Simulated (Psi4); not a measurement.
# [CSO3F3]− (SMILES [O-]S(=O)(=O)C(F)(F)F): OMP2/def2-SVP (density fitting for correlation)

What is the vertical singlet–triplet gap of [CSO3F3]− at OMP2/def2-SVP (density fitting for correlation)? 

The calculation is run with Psi4 1.11.

4 further runs of the same task are left out: 4 that didn't finish.

## Step 1: The structure to begin with

[CSO3F3]− has 8 atoms, charge -1, and is taken as a singlet. SMILES: `[O-]S(=O)(=O)C(F)(F)F`. The shape is that of a PBE0-D4/def2-TZVPD optimisation.

Bond lengths: O1–S2 1.447 Å, S2–O3 1.447 Å, S2–O4 1.447 Å, S2–C5 1.853 Å, C5–F6 1.341 Å, C5–F7 1.341 Å, C5–F8 1.341 Å. Some angles: O1–S2–O3 115.5°, O1–S2–O4 115.5°, O1–S2–C5 102.4°, O3–S2–O4 115.5°, O3–S2–C5 102.4°, O4–S2–C5 102.4°, S2–C5–F6 111.9°, S2–C5–F7 111.9°, S2–C5–F8 111.9°, F6–C5–F7 106.9°.

## Step 2: A single-point energy at OMP2/def2-SVP (density fitting for correlation)

Contents of job.inp:

```
memory 2200 MB

molecule geom {
  -1 1
  O
  S 1 1.446667
  O 2 1.446669 1 115.53446
  O 2 1.446678 1 115.53454 3 139.25625
  C 2 1.853343 1 102.37941 3 -110.37145
  F 5 1.341383 2 111.91198 1 60.10958
  F 5 1.341385 6 106.92302 2 -122.87892
  F 5 1.341382 6 106.92338 7 -114.24298
  symmetry c1
}

set basis def2-SVP
set reference rhf
set puream true
set e_convergence 1e-09
set d_convergence 1e-08
set scf_type pk
set num_frozen_docc 12

E, wfn = energy('omp2', return_wfn=True)
```

Started as:

```console
$ psi4 -n 1 job.inp job.out
```

job.out:

```text
[...]
  Running in c1 symmetry.
[...]
  Nuclear repulsion =  555.370003803737859
[...]
  Multiplicity = 1
[...]
  Nalpha       = 37
  Nbeta        = 37
[...]
    Number of basis functions: 116
[...]
   @RHF iter   1:  -957.34420161537173    5.88520e-02   8.13858e-03 DIIS/ADIIS
[...]
   @RHF iter  11:  -957.69425940795566   -3.21734e-11   8.25694e-09 DIIS
[...]
    Orbital Energies [Eh]
    ---------------------
    Doubly Occupied:
       1A    -92.004611     2A    -26.188806     3A    -26.188785
       4A    -26.188785     5A    -20.350020     6A    -20.350015
       7A    -20.350015     8A    -11.350605     9A     -9.002770
      10A     -6.693972    11A     -6.693972    12A     -6.693528
      13A     -1.567059    14A     -1.466477    15A     -1.466475
      16A     -1.303104    17A     -1.140876    18A     -1.140872
      19A     -0.836627    20A     -0.723569    21A     -0.681226
      22A     -0.681225    23A     -0.593819    24A     -0.570274
      25A     -0.570273    26A     -0.522639    27A     -0.522638
      28A     -0.506776    29A     -0.505212    30A     -0.478843
      31A     -0.478843    32A     -0.350729    33A     -0.350729
      34A     -0.308208    35A     -0.308206    36A     -0.285557
[...]
  @RHF Final Energy:  -957.69425940795566
   => Energetics <=
    Nuclear Repulsion Energy =            555.3700038037378590
    One-Electron Energy =               -2446.7829489274363368
    Two-Electron Energy =                 933.7186857157429358
    Total Energy =                       -957.6942594079556557
[...]
 Multipole Moments:
 ------------------------------------------------------------------------------------
     Multipole            Electronic (a.u.)      Nuclear  (a.u.)        Total (a.u.)
 ------------------------------------------------------------------------------------
 L = 1.  Multiply by 2.5417464519 to convert [e a0] to [Debye]
 Dipole X            :         -5.1974974            3.6774475           -1.5200499
 Dipole Y            :          1.9299684           -1.3655384            0.5644300
 Dipole Z            :          1.2168730           -0.8609970            0.3558760
 Magnitude           :                                                    1.6600544
[...]
	Warning: cc_lambda option is changed to TRUE
	For this residual convergence, default PCG convergence is:     1.00e-07
[...]
	DF-MP2 Total Energy (a.u.)         :  -959.05838009226488
[...]
	DF-MP2 Total Energy (a.u.)         :  -959.08105805771891
[...]
	DF-OMP2 Total Energy (a.u.)        :  -959.08105805769048
[...]
```

It took 68 s on 1 thread of Intel Xeon Platinum 8375C at 2.90GHz (Ice Lake), shared host; peak memory 0.53 GiB.

## Step 3: The triplet at the same level

Contents of job.inp:

```
memory 2200 MB

molecule mol {
  -1 3
  O     -0.452120    -1.793850     0.534600
  S      0.514500    -0.855220     0.007850
  O      1.622110    -0.542800     0.884460
  O      0.853150    -1.026290    -1.388190
  C     -0.440870     0.732840    -0.006730
  F     -0.854330     1.079580     1.221330
  F      0.292430     1.753940    -0.474640
  F     -1.534870     0.651830    -0.778680
  units angstrom
  symmetry c1
}

set {
  reference                 uhf
  puream                    true
  e_convergence             1e-09
  d_convergence             1e-06
  scf_type                  pk
  num_frozen_docc           12
  maxiter                   150
  guess                     sap
  orbital_optimizer_package ooo
}

result, w = energy('omp2/def2-SVP', return_wfn=True)
```

Started as:

```console
$ psi4 -i job.inp -o job.out -n 1
```

job.out (excerpt; [...] marks lines left out):

```text
[...]
  Running in c1 symmetry.
[...]
  Nuclear repulsion =  555.370021778111777
[...]
  Multiplicity = 3
[...]
  Nalpha       = 38
  Nbeta        = 36
[...]
    Number of basis functions: 116
[...]
   @UHF iter   1:  -955.74598476477831   -9.55746e+02   1.67903e-02 ADIIS+DIIS
[...]
   @UHF iter  30:  -957.36305166761622    0.00000e+00   2.11933e-07 Converged
[...]
   @S^2 Observed:                2.091939721E+00
[...]
  @UHF Final Energy:  -957.36305166762111
   => Energetics <=
    Nuclear Repulsion Energy =            555.3700217781117772
    One-Electron Energy =               -2447.0860957361983310
    Two-Electron Energy =                 934.3530222904654465
    Total Energy =                       -957.3630516676211073
  UHF NO Occupations:
  HONO-2 :   36  A 1.9788758
  HONO-1 :   37  A 1.0000000
[...]
 Multipole Moments:
 ------------------------------------------------------------------------------------
     Multipole            Electronic (a.u.)      Nuclear  (a.u.)        Total (a.u.)
 ------------------------------------------------------------------------------------
 L = 1.  Multiply by 2.5417464519 to convert [e a0] to [Debye]
 Dipole X            :         -3.0328837            2.0702788           -0.9626050
 Dipole Y            :          5.0420740           -3.4413043            1.6007698
 Dipole Z            :         -0.0471591            0.0315862           -0.0155729
 Magnitude           :                                                    1.8679707
[...]
	Warning: cc_lambda option is changed to TRUE
	For this residual convergence, default PCG convergence is:     1.00e-07
[...]
	DF-SCS-MP2 Total Energy (a.u.)     :  -958.66071405874425
	DF-SOS-MP2 Total Energy (a.u.)     :  -958.62759797833758
[...]
	DF-SCS-OMP2 Total Energy (a.u.)    :  -958.68968526715105
	DF-SOS-OMP2 Total Energy (a.u.)    :  -958.55036263063982
	DF-SCS(N)-OMP2 Total Energy (a.u.) :  -958.05577636214855
[...]
	DF-OMP2 Total Energy (a.u.)        :  -958.76329557548547
[...]
```

It took 4.7 min on 1 thread of Intel Xeon Platinum 8375C at 2.90GHz (Ice Lake), shared host; peak memory 0.63 GiB.

## Step 4: What came out

At OMP2/def2-SVP (density fitting for correlation), 12 core orbitals frozen:

| quantity | value |
| --- | --- |
| singlet: total energy | -959.08106 Eh |
| singlet: HOMO energy (Hartree–Fock orbitals) | -6.98 eV |
| singlet: LUMO energy (Hartree–Fock orbitals) | 12.38 eV |
| singlet: HOMO–LUMO gap (to an unbound level, set by the basis) | 19.37 eV |
| singlet: correlation energy (12 core orbitals frozen) | -1386.8 mEh |
| triplet: total energy | -958.76330 Eh |
| triplet: HOMO energy (Hartree–Fock orbitals) (highest over α and β) | 2.38 eV |
| triplet: LUMO energy (Hartree–Fock orbitals) (lowest over α and β) | 4.18 eV |
| triplet: correlation energy (12 core orbitals frozen) | -1400.2 mEh |
| triplet: ⟨S²⟩ of the reference determinant | 2.092 |
| vertical energy of the triplet above the singlet | 8.647 eV |

**Reading.** At this shape the triplet lies 8.65 eV (834 kJ/mol) above the singlet. For an anion a state so high probably lies above electron detachment. The HOMO (triplet) lies at positive energy, 2.38 eV: the electron is unbound at this level or held by a compact basis; values depend on the basis.
